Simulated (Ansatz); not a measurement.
# Pt5Au (Pt (100), 6 layers): how the settings move a single-point run

How sensitive is a single-point run of Pt5Au (Pt (100), 6 layers) to its settings? A reference run comes first, then one run with altered input.

Program: Ansatz 0.2.0. Level of theory: reference: DFT, PBE, PAW with Ansatz's default frozen-core files, scalar-relativistic. These are calculated values, not measurements.

### Step 1. Starting point

The structure is tetragonal, space group P4mm (No. 99). The conventional cell has a = 2.808 Å, b = 2.808 Å, c = 25.928 Å, α = 90.00°, β = 90.00°, γ = 90.00°. Around Au (site symmetry 4mm) lie 4 Pt at 2.77 Å and 4 Au at 2.81 Å. Pt (site symmetry 4mm) has 4 Au at 2.77 Å and 8 Pt at 2.80 to 2.81 Å as nearest neighbours. Pt (site symmetry 4mm) is surrounded by 12 Pt at 2.80 to 2.81 Å. Pt (site symmetry 4mm) is surrounded by 12 Pt at 2.77 to 2.81 Å. Pt (site symmetry 4mm) has 8 Pt at 2.77 to 2.81 Å as nearest neighbours.

Structure file:

```cif
data_structure
_symmetry_space_group_name_H-M 'P4mm'
_symmetry_Int_Tables_number 99
_cell_length_a 2.8080
_cell_length_b 2.8080
_cell_length_c 25.9278
_cell_angle_alpha 90.000
_cell_angle_beta 90.000
_cell_angle_gamma 90.000
_cell_volume 204.44
loop_
_atom_site_label
_atom_site_type_symbol
_atom_site_symmetry_multiplicity
_atom_site_Wyckoff_symbol
_atom_site_fract_x
_atom_site_fract_y
_atom_site_fract_z
_atom_site_occupancy
Au1 Au 1 a 0.00000 0.00000 0.31074 1
Pt1 Pt 1 b 0.50000 0.50000 0.38545 1
Pt2 Pt 1 a 0.00000 0.00000 0.46169 1
Pt3 Pt 1 b 0.50000 0.50000 0.53831 1
Pt4 Pt 1 a 0.00000 0.00000 0.61455 1
Pt5 Pt 1 b 0.50000 0.50000 0.68926 1
```

### Step 2. The reference run

input.yaml reads:

```yaml
crystal:
  lattice:
    - [2.8080030017, 0.0, 0.0]
    - [0.0, 2.8080030017, 0.0]
    - [0.0, 0.0, 25.9278]
  atoms:
    - { symbol: Au, position: [0.25, 0.25, 0.3107378669] }
    - { symbol: Pt, position: [0.75, 0.75, 0.3854489703] }
    - { symbol: Pt, position: [0.25, 0.25, 0.4616921291] }
    - { symbol: Pt, position: [0.75, 0.75, 0.5383078709] }
    - { symbol: Pt, position: [0.25, 0.25, 0.6145510297] }
    - { symbol: Pt, position: [0.75, 0.75, 0.6892621332] }
kpoints:
  mp_grid: { grid: [12, 12, 1] }
scf:
  occupations: { method: fermi_dirac, width: 0.08 }
hamiltonian:
  xc: pbe
  pseudopotentials: { kind: paw }
output:
  forces: true
  stress: true
  eigenvalues: true
efield:
  axis: 3
  amplitude: 0
  dipole_correction: true
```

Launch:

```console
> ansatz run input.yaml --threads 2 --pin off --max-ram 4096MiB --backend cpu --events-out ev --progress --plain --runs-dir out
```

### Step 3. Changing settings: mp_grid.grid [6, 6, 1], mixing.algorithm msr1, mixing.beta 0.05, mixing.ndim 16

Edit input.yaml of step 2 so:

```diff
@@ -13,5 +13,6 @@
 kpoints:
-  mp_grid: { grid: [12, 12, 1] }
+  mp_grid: { grid: [6, 6, 1] }
 scf:
   occupations: { method: fermi_dirac, width: 0.08 }
+  mixing: { algorithm: msr1, beta: 0.05, ndim: 16 }
 hamiltonian:
@@ -23,2 +24,6 @@
   eigenvalues: true
+  write_density: true
+  write_potential: true
+  elf: true
+  volumetric_format: npy
 efield:
```

Before running it: what results should come out? Wanted: for each run, ending; energy change; gap; force.

As calculated:

| run | ending | energy change | gap (eV) | force (eV/Å) | cycles | time |
| --- | --- | --- | --- | --- | --- | --- |
| reference | converged | 0 | 0.00 | 1.07 | 10 | 15 s |
| 1: mp_grid.grid [6, 6, 1], mixing.algorithm msr1, mixing.beta 0.05, mixing.ndim 16 | converged | -29.2 meV/atom | 0.00 | 1.02 | 12 | 9.6 s |

Times don't compare one to one where runs were asked for different outputs or read a saved state (see the inputs); cycles may leave out searches for a lower state.

Residual by cycle in the longest SCF loop of each run; runs are numbered as in the table. The quantity is the density residual dr2, in eV.

| cycle | reference | run 1 |
| --- | --- | --- |
| 1 | 6.16 | 5.7 |
| 2 | 0.139 | 5.15 |
| 3 | 0.0604 | 0.155 |
| 4 | 0.00823 | 0.0806 |
| 5 | 7.3e-4 | 0.0115 |
| 6 | 8.9e-5 | 0.00134 |
| 7 | 1.2e-5 | 3.6e-4 |
| 8 | 3.2e-6 | 7.9e-5 |
| 9 | 6.0e-7 | 2.4e-5 |
| 10 | 7.1e-8 | 2.0e-6 |
| 11 | - | 1.1e-6 |
| 12 | - | 5.0e-8 |

What this shows: Changing the k-point mesh and mixing moves the energy by -29.2 meV/atom, and the largest force goes from 1.07 to 1.02 eV/Å. The energy is not variational in the mesh, so the sign tells nothing. Mixing and thresholds change the path, not the converged energy, so the shift is the mesh's.
